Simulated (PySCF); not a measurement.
# C4HCl2N: the cost of one run

Programs: PySCF 2.14.0, with routines of our own; each step states its level. All values are computed. Atoms count from 0.

## (1) The starting structure

8 atoms, charge 0, multiplicity 1; geometry from: GFN2-xTB.

## (2) Geometry optimisation at PBE0-D3(BJ)/def2-SVP

Job settings and geometry (Å):

```
{"job": {"xc": "PBE0", "basis": "def2-SVP", "d3": "d3bj", "grid": 2, "kind": "geom"}, "charge": 0, "multiplicity": 1}
N      2.719524     1.231138    -0.537233
C      1.883006     0.498610    -0.265530
C      0.866302    -0.420896     0.081366
Cl     1.453107    -1.969378     0.646145
C     -0.407071    -0.152765    -0.041380
C     -1.674948     0.101811    -0.110861
Cl    -2.563370     0.798023     1.198635
H     -2.267492    -0.077131    -0.995708
```

On the command line:

```console
$ OMP_NUM_THREADS=1 python excited_run.py task.json out
```

One launch serves the whole session: the jobs run in the order shown.

**Question.** How long does this first job take on 1 thread of Arm Neoverse N1, shared host, and how much memory does it need?

About 31 s, with a peak of 0.63 GiB.
